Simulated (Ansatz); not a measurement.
Runs of Ansatz 0.2.0 on Ga3Se. It takes space group Pm-3m (No. 221, cubic). The conventional cell has a = 4.432 Å, b = 4.432 Å, c = 4.432 Å, α = 90.00°, β = 90.00°, γ = 90.00°. Around Se (site symmetry m-3m) lie 12 Ga at 3.13 Å. Ga (site symmetry 4/mmm) is surrounded by 4 Se at 3.13 Å and 8 Ga at 3.13 Å. The cell comes from a database or a generator and needn't be the stable form of this composition.

```csv
task,level,cutoff (eV),points for each segment of the path,gap on the mesh (eV),pressure (GPa),V0 of scaled cells (Å³/atom),B0 (GPa)
band structure,LDA,420,14,none,-4.9,-,-
band structure,PBE,420,14,none,(a),-,-
equation of state,r2SCAN,500,-,-,-,20.83,43
equation of state,PBE,420,-,-,-,21.45,(b)
band structure,r2SCAN,500,14,none,-1.7,-,-
```

Alike in all rows: potentials or basis Ansatz PAW; no spin polarisation; cell as given; k mesh 6 × 6 × 6; smearing fermi-dirac 0.05 eV.

**Question.** Fill in the values left out.

**Answer.** (a) -0.6; (b) 40.

Caveats: the PAW data sets come from PBE, with cores solved anew for the run's functional, which leaves a small shift of forces and pressure (some runs); the PAW data sets were made with another functional, which shifts forces and pressure a little (some runs).

A k mesh can miss the band edges, and the runs leave out spin-orbit coupling on Ga, Se.

A gap of «none» marks a metal or a gap under the smearing width.
